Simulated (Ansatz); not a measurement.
# C₂HGa (triplet): the correlation ladder at a displaced geometry (v1), cc-pVDZ

Aim: climb from Hartree-Fock through coupled cluster for C₂HGa (triplet) at one geometry and basis, and see what each rung misses.

The runs use Ansatz 0.2.0, Gaussian basis; cc-pVDZ, core rule «outside noble gas», up to 16 orbitals frozen.

The runs, in order: UHF; CCSD(T) on ROHF; CCSD(T) on UHF; BCCD(T) on ROHF; CISD; CCSDT(Q) on ROHF; CCSDT(Q) on UHF.

26 further runs of the same task are left out: 3 for a known fault of the program, 7 that didn't finish, 16 set aside as unsound or not needed.

### 1 The system

The geometry is a PBE0/def2-TZVP stationary point (not a proven minimum) with its atoms shifted at random (size 0.040 Å). No spin-orbit coupling is included. The filled d shell of Ga may be among the frozen orbitals whatever the setting's name suggests; the logs give the count.

4 atoms, charge 0, spin multiplicity 3.

Atoms are counted from 1 here; the program's logs count them from 0.

Bond lengths: C1–C2 1.240 Å, C2–Ga3 1.966 Å, Ga3–H4 1.525 Å. Angles: C1–C2–Ga3 156.1°, C2–Ga3–H4 120.8°.

Coordinates:

```xyz
4

C    -0.03398   -0.10914    2.50456
C    -0.03482    0.23201    1.31226
Ga    0.01315   -0.03774   -0.63451
H    -0.08963    1.14639   -1.59007
```

In the tables R marks a restricted open-shell determinant and U an unrestricted one; energies count from the table's Hartree-Fock row.

### 2 UHF

in.yaml reads:

```yaml
crystal:
  periodic: [false, false, false]
  atoms:
    - {symbol: C, position_ang: [-0.033983, -0.109139, 2.504560]}
    - {symbol: C, position_ang: [-0.034817, 0.232006, 1.312257]}
    - {symbol: Ga, position_ang: [0.013147, -0.037738, -0.634510]}
    - {symbol: H, position_ang: [-0.089629, 1.146394, -1.590068]}
basis:
  gaussian: {orbitals: cc-pVDZ}
magnetization: {spin_polarized: true, initial_magnetization: 2}
hamiltonian: {xc: hf}
output: {orbitals: {seedname: orbitals}}
```

Command:

```sh
> ansatz run in.yaml --threads 1 --pin off --events-out ev --progress --plain --max-ram 2393MiB
```

The log of the run:

```text
Functional definition: HF
  name "HF"
  cite "Fock, Z. Phys. 61, 126 (1930) doi:10.1007/BF01340294"
  parent pbe
  exchange = exact_x
  correlation = 0
634 factors; integrals over basis functions are off by at most 7.8e-4 eV
mean field evaluation 1: about -54401.9621 eV, gradient 1.5e1 eV
mean field evaluation 2: about -54401.9699 eV, gradient 1.5e1 eV
mean field evaluation 4: about -54404.6340 eV, gradient 3.2e0 eV
mean field evaluation 8: about -54405.0467 eV, gradient 8.7e-1 eV
mean field evaluation 16: about -54405.3618 eV, gradient 1.1e-5 eV
mean field evaluation 32: about -54404.6820 eV, gradient 1.5e0 eV
mean field evaluation 64: about -54402.9216 eV, gradient 9.9e-1 eV
mean field evaluation 96: about -54404.9492 eV, gradient 9.4e-4 eV
mean field evaluation 128: about -54404.9703 eV, gradient 6.8e-1 eV
mean field -54405.36181729 eV, -1999.3601695066 hartree, gradient 1.5e-5 eV, S^2 2.486413; 9 other end points of the search recorded, 0 dependent functions left out
reference -54405.36181729 eV, -1999.3601695066 hartree; 23, 21 occupied and 37, 39 virtual orbitals, 634 factors
Total energy: -54405.36181729 eV, -1999.3601695066 hartree
```

Run time: 3 s. Hardware: 1 thread of Intel Xeon 6975P-C, shared host.

From the report: ⟨S²⟩ of the determinant 2.486 (pure triplet: 2.00).

### 3 CCSD(T) on ROHF

Changes to in.yaml since step 2:

```diff
@@ -9,4 +9,3 @@
   gaussian: {orbitals: cc-pVDZ}
-magnetization: {spin_polarized: true, initial_magnetization: 2}
-hamiltonian: {xc: hf}
-output: {orbitals: {seedname: orbitals}}
+magnetization: {spin_polarized: false, initial_magnetization: 2}
+correlation: {method: ccsd_t, electrons: outside_noble_gas}
```

Same command.

The log of the run (excerpt; [...] marks lines left out):

```text
Functional definition: HF
  name "HF"
  cite "Fock, Z. Phys. 61, 126 (1930) doi:10.1007/BF01340294"
  parent pbe
[...]
634 factors; integrals over basis functions are off by at most 7.8e-4 eV
[...]
mean field -54404.80578703 eV, -1999.3397357717 hartree, gradient 2.0e-6 eV, S^2 2.000000; 22 other end points of the search recorded, 0 dependent functions left out
[...]
determinant -54404.80578703 eV, -1999.3397357717 hartree, with singles and doubles -54412.29964141 eV, -1999.6151298406 hartree
determinant -54404.77760026 eV, -1999.3386999268 hartree, with singles and doubles -54412.90014841 eV, -1999.6371980656 hartree
determinant -54404.70337536 eV, -1999.3359722121 hartree, with singles and doubles -54412.13619768 eV, -1999.6091233942 hartree
determinant -54404.68172826 eV, -1999.3351766959 hartree, with singles and doubles -54412.76675330 eV, -1999.6322958858 hartree
[...]
determinant -54402.48123683 eV, -1999.2543101272 hartree, with singles and doubles -54410.91046440 eV, -1999.5640785269 hartree
determinant -54402.33587668 eV, -1999.2489682402 hartree, with singles and doubles -54410.19112874 eV, -1999.5376434291 hartree
determinant -54404.77760026 eV, -1999.3386999268 hartree, with singles and doubles -54412.90103855 eV, -1999.6372307777 hartree
determinant -54404.68172826 eV, -1999.3351766959 hartree, with singles and doubles -54412.88548857 eV, -1999.6366593264 hartree
16 core orbitals not correlated: weight in the atoms' cores, before any rotation towards them, 0.997 or more for the frozen orbitals, at most 0.002 for the correlated occupied ones
reference -54404.77760026 eV, -1999.3386999268 hartree; 7, 5 occupied and 37, 39 virtual orbitals, 634 factors
second order -7.36129915 eV of doubles, -0.09430593 eV of singles
cycle   1  -8.12344049 eV  change   -2.2e-6 eV  update   2.6e-6
perturbative correction -0.40277741 eV, -0.0148017966 hartree
Total energy: -54413.30381815 eV, -1999.6520326550 hartree
```

Run time: 14 s. Hardware: 1 thread of Intel Xeon 6975P-C, shared host.

From the report: correlation -8.5262 eV; T1 0.035; largest double amplitude 0.08.

### 4 CCSD(T) on UHF

Changes to in.yaml since step 3:

```diff
@@ -9,3 +9,3 @@
   gaussian: {orbitals: cc-pVDZ}
-magnetization: {spin_polarized: false, initial_magnetization: 2}
+magnetization: {spin_polarized: true, initial_magnetization: 2}
 correlation: {method: ccsd_t, electrons: outside_noble_gas}
```

Launched as before.

The log of the run (excerpt; [...] marks lines left out):

```text
Functional definition: HF
  name "HF"
  cite "Fock, Z. Phys. 61, 126 (1930) doi:10.1007/BF01340294"
  parent pbe
[...]
634 factors; integrals over basis functions are off by at most 7.8e-4 eV
[...]
mean field -54405.36181729 eV, -1999.3601695066 hartree, gradient 9.7e-6 eV, S^2 2.486413; 11 other end points of the search recorded, 0 dependent functions left out
determinant -54405.36181729 eV, -1999.3601695066 hartree, with singles and doubles -54412.88192301 eV, -1999.6365282947 hartree
determinant -54405.02884797 eV, -1999.3479331098 hartree, with singles and doubles -54412.59012701 eV, -1999.6258049895 hartree
determinant -54404.94922399 eV, -1999.3450069826 hartree, with singles and doubles -54412.85338535 eV, -1999.6354795549 hartree
determinant -54404.80600636 eV, -1999.3397438318 hartree, with singles and doubles -54412.14517099 eV, -1999.6094531572 hartree
[...]
determinant -54402.69374493 eV, -1999.2621196558 hartree, with singles and doubles -54410.21713185 eV, -1999.5385990257 hartree
determinant -54405.36181729 eV, -1999.3601695066 hartree, with singles and doubles -54412.90954966 eV, -1999.6375435553 hartree
determinant -54405.02884797 eV, -1999.3479331098 hartree, with singles and doubles -54412.86297838 eV, -1999.6358320924 hartree
determinant -54404.94922399 eV, -1999.3450069826 hartree, with singles and doubles -54412.90554965 eV, -1999.6373965576 hartree
16 core orbitals not correlated: weight in the atoms' cores, before any rotation towards them, 0.997 or more for the frozen orbitals, at most 0.003 for the correlated occupied ones
reference -54405.36181729 eV, -1999.3601695066 hartree; 7, 5 occupied and 37, 39 virtual orbitals, 634 factors
second order -6.21298777 eV of doubles, -0.00000000 eV of singles
cycle   1  -7.54773350 eV  change   -1.1e-6 eV  update   3.7e-6
perturbative correction -0.35983044 eV, -0.0132235247 hartree
Total energy: -54413.26938122 eV, -1999.6507671213 hartree
```

Run time: 12 s. Hardware: 1 thread of Intel Xeon 6975P-C, shared host.

From the report: ⟨S²⟩ of the determinant 2.486 (pure triplet: 2.00); correlation -7.9076 eV; T1 0.072; largest double amplitude 0.07.

### 5 BCCD(T) on ROHF

Changes to in.yaml since step 4:

```diff
@@ -9,3 +9,3 @@
   gaussian: {orbitals: cc-pVDZ}
-magnetization: {spin_polarized: true, initial_magnetization: 2}
-correlation: {method: ccsd_t, electrons: outside_noble_gas}
+magnetization: {spin_polarized: false, initial_magnetization: 2}
+correlation: {method: bccd_t, electrons: outside_noble_gas}
```

Launched as before.

The log of the run (excerpt; [...] marks lines left out):

```text
Functional definition: HF
  name "HF"
  cite "Fock, Z. Phys. 61, 126 (1930) doi:10.1007/BF01340294"
  parent pbe
[...]
634 factors; integrals over basis functions are off by at most 7.8e-4 eV
[...]
mean field -54404.80578703 eV, -1999.3397357717 hartree, gradient 2.0e-6 eV, S^2 2.000000; 22 other end points of the search recorded, 0 dependent functions left out
[...]
determinant -54404.80578703 eV, -1999.3397357717 hartree, with singles and doubles -54412.29964141 eV, -1999.6151298406 hartree
determinant -54404.77760026 eV, -1999.3386999268 hartree, with singles and doubles -54412.90014841 eV, -1999.6371980656 hartree
determinant -54404.70337536 eV, -1999.3359722121 hartree, with singles and doubles -54412.13619768 eV, -1999.6091233942 hartree
determinant -54404.68172826 eV, -1999.3351766959 hartree, with singles and doubles -54412.76675330 eV, -1999.6322958858 hartree
[...]
determinant -54402.33587668 eV, -1999.2489682402 hartree, with singles and doubles -54410.19112874 eV, -1999.5376434291 hartree
determinant -54404.77760026 eV, -1999.3386999268 hartree, with singles and doubles -54412.90103855 eV, -1999.6372307777 hartree
determinant -54404.68172826 eV, -1999.3351766959 hartree, with singles and doubles -54412.88548857 eV, -1999.6366593264 hartree
16 core orbitals not correlated: weight in the atoms' cores, before any rotation towards them, 0.997 or more for the frozen orbitals, at most 0.002 for the correlated occupied ones
reference -54404.77760026 eV, -1999.3386999268 hartree; 7, 5 occupied and 37, 39 virtual orbitals, 634 factors
second order -7.36129915 eV of doubles, -0.09430593 eV of singles
cycle   1  -8.08981203 eV  change    3.4e-2 eV  update   1.3e-2
[...]
cycle  15  -8.09807435 eV  change    6.7e-6 eV  update   7.3e-6
perturbative correction -0.42857371 eV, -0.0157497934 hartree
Total energy: -54413.30424832 eV, -1999.6520484633 hartree
```

Wall time 11 s (1 thread of Intel Xeon 6975P-C, shared host).

From the report: correlation -8.5266 eV; largest double amplitude 0.06.

### 6 CISD

Changes to in.yaml since step 5:

```diff
@@ -10,2 +10,2 @@
 magnetization: {spin_polarized: false, initial_magnetization: 2}
-correlation: {method: bccd_t, electrons: outside_noble_gas}
+correlation: {active_space: {ras: {orbitals: [5, 2, 37], electrons: 12, max_holes: 2, max_particles: 2}, fixed_orbitals: true}}
```

The command is unchanged.

The log of the run:

```text
Functional definition: HF
  name "HF"
  cite "Fock, Z. Phys. 61, 126 (1930) doi:10.1007/BF01340294"
  parent pbe
  exchange = exact_x
  correlation = 0
634 factors; integrals over basis functions are off by at most 7.8e-4 eV
mean field evaluation 1: about -54401.9295 eV, gradient 1.8e1 eV
mean field evaluation 2: about -54401.9373 eV, gradient 1.8e1 eV
mean field evaluation 4: about -54404.4982 eV, gradient 3.5e0 eV
mean field evaluation 8: about -54404.7665 eV, gradient 3.2e-1 eV
mean field evaluation 16: about -54404.7776 eV, gradient 2.0e-6 eV
mean field evaluation 32: about -54404.6759 eV, gradient 4.2e0 eV
mean field evaluation 64: about -54404.5850 eV, gradient 5.6e0 eV
mean field evaluation 96: about -54404.7755 eV, gradient 3.7e-1 eV
mean field -54404.80578703 eV, -1999.3397357717 hartree, gradient 2.0e-6 eV, S^2 2.000000; 16 other end points of the search recorded, 0 dependent functions left out
reference -54404.80578703 eV, -1999.3397357717 hartree; 23, 21 occupied and 37, 39 virtual orbitals, 634 factors
state -54411.65761836 eV, -1999.5915359285 hartree
Total energy: -54411.65761836 eV, -1999.5915359285 hartree
```

Run time: 6 s. Hardware: 1 thread of Intel Xeon 6975P-C, shared host.

From the report: 300,156 determinants.

### 7 CCSDT(Q) on ROHF

Changes to in.yaml since step 6:

```diff
@@ -10,2 +10,2 @@
 magnetization: {spin_polarized: false, initial_magnetization: 2}
-correlation: {active_space: {ras: {orbitals: [5, 2, 37], electrons: 12, max_holes: 2, max_particles: 2}, fixed_orbitals: true}}
+correlation: {method: ccsdt_q, electrons: outside_noble_gas}
```

The command is unchanged.

The log of the run (excerpt; [...] marks lines left out):

```text
Functional definition: HF
  name "HF"
  cite "Fock, Z. Phys. 61, 126 (1930) doi:10.1007/BF01340294"
  parent pbe
[...]
1149 factors; integrals over basis functions are off by at most 1.3e-7 eV
[...]
mean field -54404.80593014 eV, -1999.3397410307 hartree, gradient 2.6e-6 eV, S^2 2.000000; 22 other end points of the search recorded, 0 dependent functions left out
[...]
determinant -54404.80593014 eV, -1999.3397410307 hartree, with singles and doubles -54412.29980556 eV, -1999.6151358727 hartree
determinant -54404.77774516 eV, -1999.3387052518 hartree, with singles and doubles -54412.90030874 eV, -1999.6372039578 hartree
determinant -54404.70351826 eV, -1999.3359774636 hartree, with singles and doubles -54412.13635977 eV, -1999.6091293507 hartree
determinant -54404.68187224 eV, -1999.3351819870 hartree, with singles and doubles -54412.76691332 eV, -1999.6323017665 hartree
[...]
determinant -54402.33602448 eV, -1999.2489736720 hartree, with singles and doubles -54410.19129476 eV, -1999.5376495302 hartree
determinant -54404.77774516 eV, -1999.3387052518 hartree, with singles and doubles -54412.90119878 eV, -1999.6372366659 hartree
determinant -54404.68187224 eV, -1999.3351819870 hartree, with singles and doubles -54412.88564784 eV, -1999.6366651794 hartree
16 core orbitals not correlated: weight in the atoms' cores, before any rotation towards them, 0.997 or more for the frozen orbitals, at most 0.002 for the correlated occupied ones
reference -54404.77774516 eV, -1999.3387052518 hartree; 7, 5 occupied and 37, 39 virtual orbitals, 1149 factors
second order -7.36133081 eV of doubles, -0.09430594 eV of singles
cycle   1  -7.62223653 eV  change   -1.6e-1 eV  update   1.1e-1
[...]
cycle  28  -8.55759961 eV  change   -4.6e-7 eV  update   6.1e-7
perturbative correction -0.04182491 eV, -0.0015370370 hartree
Total energy: -54413.37716968 eV, -1999.6547282741 hartree
```

It took 83 s on 1 thread of Intel Xeon 6975P-C, shared host; peak memory 0.82 GiB.

From the report: correlation -8.5994 eV; T1 0.036; largest double amplitude 0.08.

### 8 CCSDT(Q) on UHF

Changes to in.yaml since step 7:

```diff
@@ -9,3 +9,3 @@
   gaussian: {orbitals: cc-pVDZ}
-magnetization: {spin_polarized: false, initial_magnetization: 2}
+magnetization: {spin_polarized: true, initial_magnetization: 2}
 correlation: {method: ccsdt_q, electrons: outside_noble_gas}
```

Launched as before.

The log of the run (excerpt; [...] marks lines left out):

```text
Functional definition: HF
  name "HF"
  cite "Fock, Z. Phys. 61, 126 (1930) doi:10.1007/BF01340294"
  parent pbe
[...]
1149 factors; integrals over basis functions are off by at most 1.3e-7 eV
[...]
mean field -54405.36196311 eV, -1999.3601748654 hartree, gradient 2.8e-6 eV, S^2 2.486414; 11 other end points of the search recorded, 0 dependent functions left out
determinant -54405.36196311 eV, -1999.3601748654 hartree, with singles and doubles -54412.88208237 eV, -1999.6365341508 hartree
determinant -54405.02899185 eV, -1999.3479383975 hartree, with singles and doubles -54412.59029070 eV, -1999.6258110049 hartree
determinant -54404.94936882 eV, -1999.3450123049 hartree, with singles and doubles -54412.85354642 eV, -1999.6354854741 hartree
determinant -54404.80614944 eV, -1999.3397490897 hartree, with singles and doubles -54412.14533333 eV, -1999.6094591233 hartree
[...]
determinant -54405.36196311 eV, -1999.3601748654 hartree, with singles and doubles -54412.90970948 eV, -1999.6375494287 hartree
determinant -54405.02899185 eV, -1999.3479383975 hartree, with singles and doubles -54412.86313896 eV, -1999.6358379936 hartree
determinant -54404.94936882 eV, -1999.3450123049 hartree, with singles and doubles -54412.90571000 eV, -1999.6374024503 hartree
16 core orbitals not correlated: weight in the atoms' cores, before any rotation towards them, 0.997 or more for the frozen orbitals, at most 0.003 for the correlated occupied ones
reference -54405.36196311 eV, -1999.3601748654 hartree; 7, 5 occupied and 37, 39 virtual orbitals, 1149 factors
second order -6.21301269 eV of doubles, -0.00000000 eV of singles
cycle   1  -6.68350654 eV  change   -4.7e-1 eV  update   1.2e-1
[...]
cycle  33  -7.98018152 eV  change   -3.9e-7 eV  update   5.8e-7
perturbative correction -0.04176769 eV, -0.0015349344 hartree
Total energy: -54413.38391232 eV, -1999.6549760614 hartree
```

Wall time 81 s (1 thread of Intel Xeon 6975P-C, shared host); peak memory 0.69 GiB.

From the report: ⟨S²⟩ of the determinant 2.486 (pure triplet: 2.00); correlation -8.0219 eV; T1 0.081; largest double amplitude 0.08.

### 9 All levels against the top one

The yardstick is RCCSDT(Q), where the cluster series has nearly closed. Rows without a time come out of other runs: HF, MP2 and CCSD of CCSD(T), CCSDT of CCSDT(Q).

```
   method  energy from the lowest RHF (meV)  from RCCSDT(Q) (meV)  time
      RHF                               0.0               +8571.4      
      UHF                            -556.0               +8015.4      
     RMP2                           -7427.4               +1144.0      
     UMP2                           -6769.0               +1802.4      
    RCCSD                           -8095.3                +476.1      
    UCCSD                           -8103.8                +467.6      
 RCCSD(T)                           -8498.0                 +73.4  14 s
 UCCSD(T)                           -8463.6                +107.8  12 s
  BCCD(T)                           -8498.5                 +72.9  11 s
   RCCSDT                           -8529.6                 +41.8      
   UCCSDT                           -8536.4                 +35.0      
RCCSDT(Q)                           -8571.4                     0  83 s
UCCSDT(Q)                           -8578.1                  -6.7  81 s
```

Among the levels timed on like hardware and quicker than the yardstick, those that no quicker one beats, quickest first: BCCD(T) (11 s, +72.9 meV); UCCSDT(Q) (81 s, -6.7 meV).

Not comparable, so not listed: CISD (they don't share determinant, frozen orbitals or solution with the rows shown, or repeat one).

### 10 Results

```
                         quantity                      value
   RCCSDT(Q) below the RHF energy                 -8.5714 eV
              RMP2 from RCCSDT(Q)                +1144.0 meV
              UMP2 from RCCSDT(Q)                +1802.4 meV
             RCCSD from RCCSDT(Q)                 +476.1 meV
          RCCSD(T) from RCCSDT(Q)                  +73.4 meV
          UCCSD(T) from RCCSDT(Q)                 +107.8 meV
         UCCSDT(Q) from RCCSDT(Q)                   -6.7 meV
levels within 1 kcal/mol (43 meV)  RCCSDT, UCCSDT, UCCSDT(Q)
                    T1 diagnostic                      0.035
```

What this shows: RCCSD(T) misses by +73.4 meV, 0.9 % of the correlation energy. CCSD(T) misses by +73.4 meV on the restricted determinant and by +107.8 meV on the unrestricted one; the two need not hold the same state or core. Coupled cluster took another determinant than the lowest Hartree-Fock one. These misses are within one basis, not against nature; the frozen cores of restricted and unrestricted runs differ, which can shift their rows.

UCCSDT(Q) reaches 6.7 meV from the reference in 81 s, where RCCSDT(Q) took 83 s; the quickest level in the cost chart, BCCD(T), takes 11 s and misses by 72.9 meV.
